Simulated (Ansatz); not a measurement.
# MoSCl₄: taking an electron away

The task here is to estimate one member of a computed series from the others.

The runs use Ansatz 0.2.0, Gaussian basis; unrestricted cation, the program's frozen cores in correlated methods.

Plan: UKS PBE-D4/def2-TZVPP; UKS r2SCAN-D4/def2-TZVPP; UKS PBE0-D4/def2-TZVPP; UKS B3LYP-D4/def2-TZVPP; UKS wB97X-V/def2-TZVPP; UKS B2PLYP/def2-TZVPP; UHF-CCSD(T)/def2-TZVPP; UHF-MP2/def2-QZVPP; extrapolation to the limit; then −ε(HOMO) from the neutral's earlier runs with LDA (SPW92), PBE-D4, revPBE-D4, BLYP-D4, r2SCAN-D4, B97M-V, PBE0-D4, B3LYP-D4, r2SCANh-D4, r2SCAN0-D4, HSE06-D4, BHLYP-D4, CAM-B3LYP-D4, LC-ωPBE, ωB97X-V, ωB97M-V.

1 further run of the same task is left out (it didn't finish).

### The geometry

An earlier PBE0-D4 in a triple-zeta def2 set relaxation fixed the geometry. Mo takes the def2 core potential; no spin-orbit term is included.

SMILES `[S]=[Mo]([Cl])([Cl])([Cl])[Cl]`, 6 atoms, charge 0, spin multiplicity 1.

Atoms are counted from 1 here; the program's logs count them from 0.

Bond lengths: S1–Mo2 2.054 Å, Mo2–Cl3 2.277 Å, Mo2–Cl4 2.277 Å, Mo2–Cl5 2.277 Å, Mo2–Cl6 2.277 Å. Angles: S1–Mo2–Cl3 104.5°, S1–Mo2–Cl4 104.5°, S1–Mo2–Cl5 104.5°, S1–Mo2–Cl6 104.5°, Cl3–Mo2–Cl4 86.4°, Cl3–Mo2–Cl5 151.1°, Cl3–Mo2–Cl6 86.4°, Cl4–Mo2–Cl5 86.4°, Cl4–Mo2–Cl6 151.0°, Cl5–Mo2–Cl6 86.4°.

Set-up of the first run:

in.yaml

```yaml
crystal:
  periodic: [false, false, false]
  atoms:
    - {symbol: S, position_ang: [-2.076969, -0.097052, 0.145984]}
    - {symbol: Mo, position_ang: [-0.029866, -0.012199, -0.004969]}
    - {symbol: Cl, position_ang: [0.722962, -1.079337, 1.859908]}
    - {symbol: Cl, position_ang: [0.535934, -1.902190, -1.141212]}
    - {symbol: Cl, position_ang: [0.351391, 1.101956, -1.953456]}
    - {symbol: Cl, position_ang: [0.538648, 1.924822, 1.047645]}
basis:
  gaussian: {orbitals: def2-TZVPP}
total_charge: 1
magnetization: {spin_polarized: true, initial_magnetization: 1}
hamiltonian: {xc: pbe, dispersion: d4}
```

On the command line:

```sh
> ansatz run in.yaml --threads 2 --pin off --events-out ev --progress --plain --max-ram 20480MiB --backend cpu
```

Among the steps run: Cation, UKS PBE-D4/def2-TZVPP; Cation, UKS r2SCAN-D4/def2-TZVPP; Cation, UKS PBE0-D4/def2-TZVPP; Cation, UKS B3LYP-D4/def2-TZVPP; Cation, UKS wB97X-V/def2-TZVPP; Cation, UKS B2PLYP (frozen core)/def2-TZVPP; Cation, UHF-CCSD(T)/def2-TZVPP; Cation, UHF-MP2/def2-QZVPP.

One table of the session follows, with a row left open; its other results are not shown here.

It belongs to the step «Ionisation energies side by side». Orbital estimates, from the neutral's runs:

| functional | −ε(HOMO) (eV) |
| --- | --- |
| LDA (SPW92) | 7.50 |
| PBE-D4 | 7.35 |
| revPBE-D4 | 7.30 |
| BLYP-D4 | 7.16 |
| r2SCAN-D4 | 7.69 |
| B97M-V | 7.78 |
| PBE0-D4 | 8.65 |
| B3LYP-D4 | 8.37 |
| r2SCANh-D4 | 8.16 |
| r2SCAN0-D4 | 8.88 |
| HSE06-D4 | ? |
| BHLYP-D4 | 9.80 |
| CAM-B3LYP-D4 | 9.93 |
| LC-ωPBE | 11.34 |
| ωB97X-V | 10.97 |
| ωB97M-V | 10.79 |

Estimate the missing values for HSE06-D4.

**Answer.** −ε(HOMO) (eV): 8.25. In the column «−ε(HOMO) (eV)» it lies between r2SCANh-D4 (8.16) and B3LYP-D4 (8.37).
